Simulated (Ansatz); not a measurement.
# HfBrF3: single points with varied inputs

Aim: run HfBrF3 under a spread of inputs, and see what each costs and gives.

Method: the settings change from run to run; program: Ansatz 0.2.0, Gaussian basis.

### 1 The relaxed structure

The structure was relaxed beforehand with PBE0-D4 in a triple-zeta def2 set. Hf takes a core potential in def2 sets; no spin-orbit term is included.

5 atoms, charge 0, spin multiplicity 1.

Atoms are counted from 1 here; the program's logs count them from 0.

Bond lengths: F1–Hf2 1.890 Å, Hf2–F3 1.890 Å, Hf2–F4 1.890 Å, Hf2–Br5 2.496 Å. Angles: F1–Hf2–F3 108.7°, F1–Hf2–F4 108.7°, F1–Hf2–Br5 110.3°, F3–Hf2–F4 108.7°, F3–Hf2–Br5 110.3°, F4–Hf2–Br5 110.3°.

### 2 rPW86-PBE/def2-TZVP

Set apart from the defaults: atoms shaken by 0.03 Å, a point charge of 1.00 e beside it, D3(BJ) with three-body dispersion.

Contents of in.yaml:

```yaml
crystal:
  periodic: [false, false, false]
  atoms:
    - {symbol: F, position_ang: [-0.790002, -0.317028, 1.671726]}
    - {symbol: Hf, position_ang: [0.016566, -0.126440, 0.069097]}
    - {symbol: F, position_ang: [1.746164, -0.800940, 0.126490]}
    - {symbol: F, position_ang: [-0.980394, -1.085951, -1.331591]}
    - {symbol: Br, position_ang: [0.030299, 2.287156, -0.518985]}
basis:
  gaussian: {orbitals: def2-TZVP, point_charges: [{charge: 1.00, position_ang: [6.516, 0.078, -0.237]}]}
hamiltonian: {xc: {name: rPW86-PBE}, dispersion: d3bjatm}
output: {forces: true}
```

Command:

```bash
$ ansatz run in.yaml --threads 4 --pin off --events-out ev --progress --plain --max-ram 10444MiB
```

Standard output:

```text
Functional definition: rPW86-PBE
  name "rPW86-PBE"
  cite "Murray, Lee & Langreth, J. Chem. Theory Comput. 5, 2754 (2009) doi:10.1021/ct900365q"
  cite "Perdew, Burke & Ernzerhof, Phys. Rev. Lett. 77, 3865 (1996) doi:10.1103/PhysRevLett.77.3865"
  parent pbe
  exchange = rpw86_x
  correlation = pbe_c
1189 factors; their error is unknown
mean field evaluation 1: about -79547.7234 eV, gradient 7.4e1 eV
mean field evaluation 2: about -79463.2603 eV, gradient 2.5e2 eV
mean field evaluation 4: about -79554.5658 eV, gradient 2.2e1 eV
mean field evaluation 8: about -79555.3113 eV, gradient 3.0e-1 eV
mean field evaluation 16: about -79555.2834 eV, gradient 9.7e-5 eV
mean field -79555.28337461 eV, -2923.6027395090 hartree, gradient 6.2e-5 eV, S^2 0.000000; 0 other end points of the search recorded, 0 dependent functions left out
the calculation of the forces begins
reference -79555.28348678 eV, -2923.6027436313 hartree; 37, 37 occupied and 144, 144 virtual orbitals, 1189 factors
Total energy: -79555.37495628 eV, -2923.6061050732 hartree
Atom 0 at    -0.790002    -0.317028     1.671726 Å, force    -1.529536    -0.467449     3.279696 eV/Å
Atom 1 at     0.016566    -0.126440     0.069097 Å, force    -1.441995     0.280470    -4.174720 eV/Å
Atom 2 at     1.746164    -0.800940     0.126490 Å, force     2.316040    -0.778776     0.173382 eV/Å
Atom 3 at    -0.980394    -1.085951    -1.331591 Å, force     0.554193     0.437190     0.807713 eV/Å
Atom 4 at     0.030299     2.287156    -0.518985 Å, force     0.136279     0.541224    -0.084193 eV/Å
Dipole moment:    -0.125893     0.032412     0.173503 e Å
```

It took 4.6 s on 4 threads of Arm Neoverse V1, shared host; peak memory 0.3 GiB.

Largest force 4.426 eV/Å, dipole 1.04 D.

### 3 r2SCAN/def2-mTZVPP

Options: density fitting with def2-universal-jkfit, high accuracy, the search for lower states set to light.

Contents of in.yaml:

```yaml
crystal:
  periodic: [false, false, false]
  atoms:
    - {symbol: F, position_ang: [-0.834203, -0.379485, 1.687525]}
    - {symbol: Hf, position_ang: [0.009675, -0.118124, 0.017156]}
    - {symbol: F, position_ang: [1.780041, -0.769819, 0.125322]}
    - {symbol: F, position_ang: [-0.921550, -1.111556, -1.293001]}
    - {symbol: Br, position_ang: [0.015838, 2.305385, -0.578501]}
basis:
  gaussian: {orbitals: def2-mTZVPP, fitting: {mean_field: def2-universal-jkfit}}
hamiltonian: {xc: {name: r2SCAN}}
accuracy: high
scf: {lower_state_search: light}
```

Same command.

Standard output:

```text
Functional definition: r2SCAN
  name "r2SCAN"
  cite "Furness, Kaplan, Ning, Perdew & Sun, J. Phys. Chem. Lett. 11, 8208 (2020) doi:10.1021/acs.jpclett.0c02405"
  cite "Furness, Kaplan, Ning, Perdew & Sun, J. Phys. Chem. Lett. 11, 9248 (2020) doi:10.1021/acs.jpclett.0c03077"
  parent r2scan
  parameter k0 = 0.174
  parameter k1 = 0.065
  parameter a1 = 4.9479
  exchange = r2scan_x(k0 = k0, k1 = k1, a1 = a1)
  correlation = r2scan_c
724 factors; integrals over basis functions are off by at most 1.6e0 eV
mean field evaluation 1: about -79506.5825 eV, gradient 6.8e1 eV
mean field evaluation 2: about -79449.4071 eV, gradient 2.1e2 eV
mean field evaluation 4: about -79513.1354 eV, gradient 6.6e0 eV
mean field evaluation 8: about -79513.2492 eV, gradient 1.7e-1 eV
mean field evaluation 16: about -79513.2492 eV, gradient 6.0e-6 eV
mean field -79513.24919191 eV, -2922.0580117866 hartree, gradient 2.0e-8 eV, S^2 0.000000; 0 other end points of the search recorded, 0 dependent functions left out
reference -79513.24919278 eV, -2922.0580118187 hartree; 37, 37 occupied and 107, 107 virtual orbitals, 724 factors
Total energy: -79513.24919278 eV, -2922.0580118187 hartree
```

Wall time 8.5 s (4 threads of Arm Neoverse V1, shared host); peak memory 0.34 GiB.

### 4 rPW86-PBE/def2-SVP

Set apart from the defaults: atoms shaken by 0.08 Å, density fitting with def2-universal-jkfit, D3(BJ) dispersion, the search for lower states set to light.

Contents of in.yaml:

```yaml
crystal:
  periodic: [false, false, false]
  atoms:
    - {symbol: F, position_ang: [-0.988472, -0.390806, 1.585551]}
    - {symbol: Hf, position_ang: [-0.079010, -0.111469, 0.028558]}
    - {symbol: F, position_ang: [1.727161, -0.793576, 0.058490]}
    - {symbol: F, position_ang: [-0.942386, -1.087590, -1.314033]}
    - {symbol: Br, position_ang: [-0.018567, 2.281695, -0.734016]}
basis:
  gaussian: {orbitals: def2-SVP, fitting: {mean_field: def2-universal-jkfit}}
hamiltonian: {xc: {name: rPW86-PBE}, dispersion: d3bj}
scf: {lower_state_search: light}
output: {forces: true}
```

The command is unchanged.

Standard output:

```text
Functional definition: rPW86-PBE
  name "rPW86-PBE"
  cite "Murray, Lee & Langreth, J. Chem. Theory Comput. 5, 2754 (2009) doi:10.1021/ct900365q"
  cite "Perdew, Burke & Ernzerhof, Phys. Rev. Lett. 77, 3865 (1996) doi:10.1103/PhysRevLett.77.3865"
  parent pbe
  exchange = rpw86_x
  correlation = pbe_c
724 factors; integrals over basis functions are off by at most 8.5e-2 eV
mean field evaluation 1: about -79530.0765 eV, gradient 6.4e1 eV
mean field evaluation 2: about -79458.8329 eV, gradient 2.2e2 eV
mean field evaluation 4: about -79536.0490 eV, gradient 1.5e1 eV
mean field evaluation 8: about -79536.4453 eV, gradient 1.8e-1 eV
mean field evaluation 16: about -79536.4445 eV, gradient 2.2e-5 eV
mean field -79536.44453396 eV, -2922.9104248847 hartree, gradient 2.2e-5 eV, S^2 0.000000; 0 other end points of the search recorded, 0 dependent functions left out
the calculation of the forces begins
reference -79536.44468011 eV, -2922.9104302557 hartree; 37, 37 occupied and 69, 69 virtual orbitals, 724 factors
Total energy: -79536.53562647 eV, -2922.9137724727 hartree
Atom 0 at    -0.988472    -0.390806     1.585551 Å, force    -1.624957    -0.467465     2.937996 eV/Å
Atom 1 at    -0.079010    -0.111469     0.028558 Å, force     2.581350     0.889961    -2.244659 eV/Å
Atom 2 at     1.727161    -0.793576     0.058490 Å, force    -0.169287     0.039082     0.196437 eV/Å
Atom 3 at    -0.942386    -1.087590    -1.314033 Å, force    -0.732806    -0.743558    -0.932141 eV/Å
Atom 4 at    -0.018567     2.281695    -0.734016 Å, force    -0.054299     0.281979     0.042368 eV/Å
Dipole moment:    -0.083317    -0.013204     0.162547 e Å
```

Run time: 3 s. Hardware: 4 threads of Arm Neoverse V1, shared host.

Largest force 3.535 eV/Å, dipole 0.88 D.

### 5 r2SCAN0/def2-TZVPP

Contents of in.yaml:

```yaml
crystal:
  periodic: [false, false, false]
  atoms:
    - {symbol: F, position_ang: [-0.834203, -0.379485, 1.687525]}
    - {symbol: Hf, position_ang: [0.009675, -0.118124, 0.017156]}
    - {symbol: F, position_ang: [1.780041, -0.769819, 0.125322]}
    - {symbol: F, position_ang: [-0.921550, -1.111556, -1.293001]}
    - {symbol: Br, position_ang: [0.015838, 2.305385, -0.578501]}
basis:
  gaussian: {orbitals: def2-TZVPP}
hamiltonian: {xc: {name: r2SCAN0}}
```

Same command.

Standard output:

```text
Functional definition: r2SCAN0
  name "r2SCAN0"
  cite "Bursch, Neugebauer, Ehlert & Grimme, J. Chem. Phys. 156, 134105 (2022) doi:10.1063/5.0086040"
  cite "Furness, Kaplan, Ning, Perdew & Sun, J. Phys. Chem. Lett. 11, 8208 (2020) doi:10.1021/acs.jpclett.0c02405"
  cite "Furness, Kaplan, Ning, Perdew & Sun, J. Phys. Chem. Lett. 11, 9248 (2020) doi:10.1021/acs.jpclett.0c03077"
  parent r2scan
  parameter a = 0.25
  parameter k0 = 0.174
  parameter k1 = 0.065
  parameter a1 = 4.9479
  exchange = (1 - a)*r2scan_x(k0 = k0, k1 = k1, a1 = a1) + a*exact_x
  correlation = r2scan_c
1285 factors; their error is unknown
mean field evaluation 1: about -79504.9693 eV, gradient 6.4e1 eV
mean field evaluation 2: about -79483.9258 eV, gradient 1.4e2 eV
mean field evaluation 4: about -79511.0207 eV, gradient 2.7e0 eV
mean field evaluation 8: about -79511.5229 eV, gradient 4.2e-1 eV
mean field evaluation 16: about -79511.5230 eV, gradient 4.0e-5 eV
mean field -79511.52299645 eV, -2921.9945752737 hartree, gradient 4.0e-5 eV, S^2 0.000000; 0 other end points of the search recorded, 0 dependent functions left out
reference -79511.52300754 eV, -2921.9945756811 hartree; 37, 37 occupied and 160, 160 virtual orbitals, 1285 factors
Total energy: -79511.52300754 eV, -2921.9945756811 hartree
```

It took 5.5 s on 4 threads of Arm Neoverse V1, shared host; peak memory 0.46 GiB.

### 6 wB97X/ANO-RCC-VTZP

in.yaml, as its differences from that of step 5:

```diff
@@ -9,3 +9,3 @@
 basis:
-  gaussian: {orbitals: def2-TZVPP}
-hamiltonian: {xc: {name: r2SCAN0}}
+  gaussian: {orbitals: ANO-RCC-VTZP}
+hamiltonian: {xc: {name: wB97X}}
```

Same command.

Standard output:

```text
Functional definition: wB97X
  name "wB97X"
  cite "Chai & Head-Gordon, J. Chem. Phys. 128, 084106 (2008) doi:10.1063/1.2834918"
  cite "Becke, J. Chem. Phys. 107, 8554 (1997) doi:10.1063/1.475007"
  parameter omega = 0.3/bohr
  parameter cx = 0.157706
  parameter cx1 = 0.726479
  parameter cx2 = 1.04760
  parameter cx3 = -5.70635
  parameter cx4 = 13.2794
  parameter css1 = -4.33879
  parameter css2 = 18.2308
  parameter css3 = -31.7430
  parameter css4 = 17.2901
  parameter cos1 = 2.37031
  parameter cos2 = -11.3995
  parameter cos3 = 6.58405
  parameter cos4 = -3.78132
  # The coefficients of nought are those of the uniform gas.
  exchange = spin_sum(e_x_unif_sr(omega)*poly(b97_u_x, 1 - cx, cx1, cx2, cx3, cx4)) + cx*exact_x_sr(omega)
      + exact_x_lr(omega)
  correlation = spin_sum(e_c_pw_same_spin*poly(b97_u_same, 1, css1, css2, css3, css4))
      + integral(e_c_pw_opposite_spin*poly(b97_u_opposite, 1, cos1, cos2, cos3, cos4))
2247 factors; their error is unknown
286 factors; integrals over basis functions are off by at most 4.3e-5 eV
mean field evaluation 1: about -489458.1085 eV, gradient 7.9e1 eV
mean field evaluation 2: about -489444.5107 eV, gradient 1.5e2 eV
mean field evaluation 4: about -489466.2163 eV, gradient 4.3e0 eV
mean field evaluation 8: about -489466.8825 eV, gradient 4.0e-1 eV
mean field evaluation 16: about -489466.8825 eV, gradient 6.5e-5 eV
mean field -489466.88254998 eV, -17987.5761611428 hartree, gradient 6.5e-5 eV, S^2 0.000000; 0 other end points of the search recorded, 0 dependent functions left out
reference -489466.88249680 eV, -17987.5761591885 hartree; 67, 67 occupied and 170, 170 virtual orbitals, 2247 factors
Total energy: -489466.88249680 eV, -17987.5761591885 hartree
Relativity: scalar
```

Wall time 29 s (4 threads of Arm Neoverse V1, shared host); peak memory 1.5 GiB.

### 7 PBE-QIDH/x2c-TZVPPall

This run has multiplicity 3, atoms shaken by 0.15 Å, high accuracy, the search for lower states set to light.

Contents of in.yaml:

```yaml
crystal:
  periodic: [false, false, false]
  atoms:
    - {symbol: F, position_ang: [-0.619463, -0.250379, 1.743385]}
    - {symbol: Hf, position_ang: [0.202147, -0.168302, -0.010530]}
    - {symbol: F, position_ang: [1.761364, -0.629740, 0.069699]}
    - {symbol: F, position_ang: [-0.901736, -1.072615, -1.404381]}
    - {symbol: Br, position_ang: [0.121456, 2.130969, -0.560101]}
basis:
  gaussian: {orbitals: x2c-TZVPPall}
magnetization: {spin_polarized: true, initial_magnetization: 2}
hamiltonian: {xc: {name: PBE-QIDH}}
accuracy: high
scf: {lower_state_search: light}
output: {forces: true}
```

Launched as before.

Standard output:

```text
Functional definition: PBE-QIDH
  name "PBE-QIDH"
  cite "Brémond, Sancho-García, Pérez-Jiménez & Adamo, J. Chem. Phys. 141, 031101 (2014) doi:10.1063/1.4890314"
  cite "Perdew, Burke & Ernzerhof, Phys. Rev. Lett. 77, 3865 (1996) doi:10.1103/PhysRevLett.77.3865"
  parameter a = 3^(-1/3)
  parameter c = 1/3
  exchange = (1 - a)*pbe_x + a*exact_x
  correlation = (1 - c)*pbe_c + c*(mp2_os + mp2_ss)
3714 factors; integrals over basis functions are off by at most 2.4e-8 eV
mean field evaluation 1: about -489338.8292 eV, gradient 4.4e1 eV
mean field evaluation 2: about -489338.9872 eV, gradient 4.4e1 eV
mean field evaluation 4: about -489345.1678 eV, gradient 1.2e1 eV
mean field evaluation 8: about -489345.9608 eV, gradient 1.1e0 eV
mean field evaluation 16: about -489346.2816 eV, gradient 3.7e-1 eV
mean field evaluation 32: about -489346.7552 eV, gradient 1.0e-1 eV
mean field evaluation 64: about -489346.6460 eV, gradient 1.3e0 eV
mean field -489346.75786685 eV, -17983.1616604611 hartree, gradient 2.6e-8 eV, S^2 2.009354; 6 other end points of the search recorded, 0 dependent functions left out
35 core orbitals not correlated: weight in the atoms' cores, before any rotation towards them, 1.000 or more for the frozen orbitals, at most 0.000 for the correlated occupied ones
reference -489346.75786871 eV, -17983.1616605293 hartree; 33, 31 occupied and 170, 172 virtual orbitals, 3714 factors
second order -45.32240595 eV of doubles, -0.00000000 eV of singles
the calculation of the forces begins
Total energy: -489361.86533736 eV, -17983.7168497620 hartree
Relativity: scalar
Atom 0 at    -0.619463    -0.250379     1.743385 Å, force    -0.301314     0.166206     0.324791 eV/Å
Atom 1 at     0.202147    -0.168302    -0.010530 Å, force   -13.690386    -1.455814    -0.472098 eV/Å
Atom 2 at     1.761364    -0.629740     0.069699 Å, force    13.845046    -3.948242     0.644839 eV/Å
Atom 3 at    -0.901736    -1.072615    -1.404381 Å, force     0.349682     0.421785     0.559298 eV/Å
Atom 4 at     0.121456     2.130969    -0.560101 Å, force    -0.203028     4.816065    -1.056829 eV/Å
Dipole moment:     0.431627     0.849708    -0.191254 e Å
```

Wall time 6 min (4 threads of Arm Neoverse V1, shared host); peak memory 3.1 GiB.

Largest force 14.411 eV/Å, dipole 4.67 D, ⟨S²⟩ 2.009.

### 8 r2SCAN50/def2-TZVPP

This run has high accuracy, the search for lower states set to light.

Contents of in.yaml:

```yaml
crystal:
  periodic: [false, false, false]
  atoms:
    - {symbol: F, position_ang: [-0.834203, -0.379485, 1.687525]}
    - {symbol: Hf, position_ang: [0.009675, -0.118124, 0.017156]}
    - {symbol: F, position_ang: [1.780041, -0.769819, 0.125322]}
    - {symbol: F, position_ang: [-0.921550, -1.111556, -1.293001]}
    - {symbol: Br, position_ang: [0.015838, 2.305385, -0.578501]}
basis:
  gaussian: {orbitals: def2-TZVPP}
hamiltonian: {xc: {name: r2SCAN50}}
accuracy: high
scf: {lower_state_search: light}
```

Same command.

Standard output:

```text
Functional definition: r2SCAN50
  name "r2SCAN50"
  cite "Bursch, Neugebauer, Ehlert & Grimme, J. Chem. Phys. 156, 134105 (2022) doi:10.1063/5.0086040"
  cite "Furness, Kaplan, Ning, Perdew & Sun, J. Phys. Chem. Lett. 11, 8208 (2020) doi:10.1021/acs.jpclett.0c02405"
  cite "Furness, Kaplan, Ning, Perdew & Sun, J. Phys. Chem. Lett. 11, 9248 (2020) doi:10.1021/acs.jpclett.0c03077"
  parent r2scan
  parameter a = 0.5
  parameter k0 = 0.174
  parameter k1 = 0.065
  parameter a1 = 4.9479
  exchange = (1 - a)*r2scan_x(k0 = k0, k1 = k1, a1 = a1) + a*exact_x
  correlation = r2scan_c
3129 factors; integrals over basis functions are off by at most 1.3e-6 eV
mean field evaluation 1: about -79503.3765 eV, gradient 6.1e1 eV
mean field evaluation 2: about -79496.2104 eV, gradient 9.5e1 eV
mean field evaluation 4: about -79509.1064 eV, gradient 1.2e0 eV
mean field evaluation 8: about -79509.2121 eV, gradient 5.8e-2 eV
mean field evaluation 16: about -79509.2121 eV, gradient 1.7e-5 eV
mean field -79509.21208889 eV, -2921.9096509870 hartree, gradient 9.3e-8 eV, S^2 0.000000; 0 other end points of the search recorded, 0 dependent functions left out
reference -79509.21208972 eV, -2921.9096510176 hartree; 37, 37 occupied and 160, 160 virtual orbitals, 3129 factors
Total energy: -79509.21208972 eV, -2921.9096510176 hartree
```

Wall time 20 s (4 threads of Arm Neoverse V1, shared host); peak memory 1.1 GiB.

### 9 SPW92/def2-SVP

in.yaml, as its differences from that of step 8:

```diff
@@ -9,5 +9,3 @@
 basis:
-  gaussian: {orbitals: def2-TZVPP}
-hamiltonian: {xc: {name: r2SCAN50}}
-accuracy: high
-scf: {lower_state_search: light}
+  gaussian: {orbitals: def2-SVP}
+hamiltonian: {xc: {name: SPW92}}
```

Same command.

Standard output:

```text
Functional definition: SPW92
  name "SPW92"
  cite "Dirac, Proc. Camb. Phil. Soc. 26, 376 (1930) doi:10.1017/S0305004100016108"
  cite "Slater, Phys. Rev. 81, 385 (1951) doi:10.1103/PhysRev.81.385"
  cite "Perdew & Wang, Phys. Rev. B 45, 13244 (1992) doi:10.1103/PhysRevB.45.13244"
  exchange = slater_x
  correlation = pw_c
1103 factors; their error is unknown
mean field evaluation 1: about -79341.5316 eV, gradient 5.6e1 eV
mean field evaluation 2: about -79288.9421 eV, gradient 1.9e2 eV
mean field evaluation 4: about -79346.4046 eV, gradient 6.2e0 eV
mean field evaluation 8: about -79346.5039 eV, gradient 1.8e-1 eV
mean field evaluation 16: about -79346.3799 eV, gradient 1.6e-4 eV
mean field -79346.37985473 eV, -2915.9256767533 hartree, gradient 2.0e-5 eV, S^2 0.000000; 0 other end points of the search recorded, 0 dependent functions left out
reference -79346.37991830 eV, -2915.9256790894 hartree; 37, 37 occupied and 69, 69 virtual orbitals, 1103 factors
Total energy: -79346.37991830 eV, -2915.9256790894 hartree
```

It took 0.65 s on 4 threads of Arm Neoverse V1, shared host.

### 10 CAM-B3LYP/def2-mTZVP

This run has a grid of angular degree 11, the search for lower states set to off.

in.yaml, as its differences from that of step 9:

```diff
@@ -9,3 +9,4 @@
 basis:
-  gaussian: {orbitals: def2-SVP}
-hamiltonian: {xc: {name: SPW92}}
+  gaussian: {orbitals: def2-mTZVP, final_grid: {core_spheres: 5, valence_spheres: 4, degree: 11}}
+hamiltonian: {xc: {name: CAM-B3LYP}}
+scf: {lower_state_search: off}
```

Launched as before.

Standard output:

```text
Functional definition: CAM-B3LYP
  name "CAM-B3LYP"
  cite "Yanai, Tew & Handy, Chem. Phys. Lett. 393, 51 (2004) doi:10.1016/j.cplett.2004.06.011"
  cite "Iikura, Tsuneda, Yanai & Hirao, J. Chem. Phys. 115, 3540 (2001) doi:10.1063/1.1383587"
  cite "Becke, Phys. Rev. A 38, 3098 (1988) doi:10.1103/PhysRevA.38.3098"
  cite "Lee, Yang & Parr, Phys. Rev. B 37, 785 (1988) doi:10.1103/PhysRevB.37.785"
  cite "Vosko, Wilk & Nusair, Can. J. Phys. 58, 1200 (1980) doi:10.1139/p80-159"
  parameter alpha = 0.19
  parameter beta = 0.46
  parameter omega = 0.33/bohr
  parameter ac = 0.81
  # Exact exchange under (alpha + beta erf(omega r))/r, Becke's under what is left of 1/r.
  exchange = (1 - alpha - beta)*b88_x + beta*b88_x_sr(omega) + alpha*exact_x + beta*exact_x_lr(omega)
  correlation = (1 - ac)*vwn5_c + ac*lyp_c
these checks for a lower state are left out or cut short: stability, starts, cluster_reference, orbital_swaps, neighbouring_geometries, increment
1184 factors; their error is unknown
286 factors; integrals over basis functions are off by at most 7.6e-6 eV
mean field evaluation 1: about -79508.9267 eV, gradient 6.9e1 eV
mean field evaluation 2: about -79491.3490 eV, gradient 1.3e2 eV
mean field evaluation 4: about -79516.1857 eV, gradient 1.5e0 eV
mean field evaluation 8: about -79516.3576 eV, gradient 1.3e-1 eV
mean field evaluation 16: about -79516.3577 eV, gradient 1.4e-4 eV
mean field -79516.35766822 eV, -2922.1722461842 hartree, gradient 2.8e-6 eV, S^2 0.000000; 0 other end points of the search recorded, 0 dependent functions left out
reference -79516.35780032 eV, -2922.1722510387 hartree; 37, 37 occupied and 92, 92 virtual orbitals, 1184 factors
Total energy: -79516.35780032 eV, -2922.1722510387 hartree
Checks for a lower state left out: stability, starts, cluster_reference, orbital_swaps, neighbouring_geometries, increment
```

Wall time 1.1 s (4 threads of Arm Neoverse V1, shared host); peak memory 0.37 GiB.

### 11 All runs side by side

| level | charge | multiplicity | geometry | functions | energy (eV) | time |
| --- | --- | --- | --- | --- | --- | --- |
| rPW86-PBE/def2-TZVP | 0 | 1 | shaken, point charge | 181 | -79555.375 | 4.6 s |
| r2SCAN/def2-mTZVPP | 0 | 1 | relaxed | 144 | -79513.249 | 8.5 s |
| rPW86-PBE/def2-SVP | 0 | 1 | shaken | 106 | -79536.536 | 3 s |
| r2SCAN0/def2-TZVPP | 0 | 1 | relaxed | 197 | -79511.523 | 5.5 s |
| wB97X/ANO-RCC-VTZP | 0 | 1 | relaxed | 237 | -489466.882 | 29 s |
| PBE-QIDH/x2c-TZVPPall | 0 | 3 | shaken | 238 | -489361.865 | 6 min |
| r2SCAN50/def2-TZVPP | 0 | 1 | relaxed | 197 | -79509.212 | 20 s |
| SPW92/def2-SVP | 0 | 1 | relaxed | 106 | -79346.380 | 0.65 s |
| CAM-B3LYP/def2-mTZVP | 0 | 1 | relaxed | 129 | -79516.358 | 1.1 s |

### 12 What came out

| quantity | value |
| --- | --- |
| runs | 9 |
| quickest | SPW92/def2-SVP, 0.65 s |
| slowest | PBE-QIDH/x2c-TZVPPall, 6 min |
| spread of total energies, same state and geometry | 410120.5 eV |

What this shows: Run time spans a factor of 549, from SPW92/def2-SVP to PBE-QIDH/x2c-TZVPPall. The jobs differ in tasks and options as well as level. The totals spread over 410121 eV; they can't be compared across methods or bases. Some of these runs are scalar-relativistic and others not, which shifts the totals of all-electron atoms past neon by eV; core potentials, where a basis has them, take the core out of the total altogether.
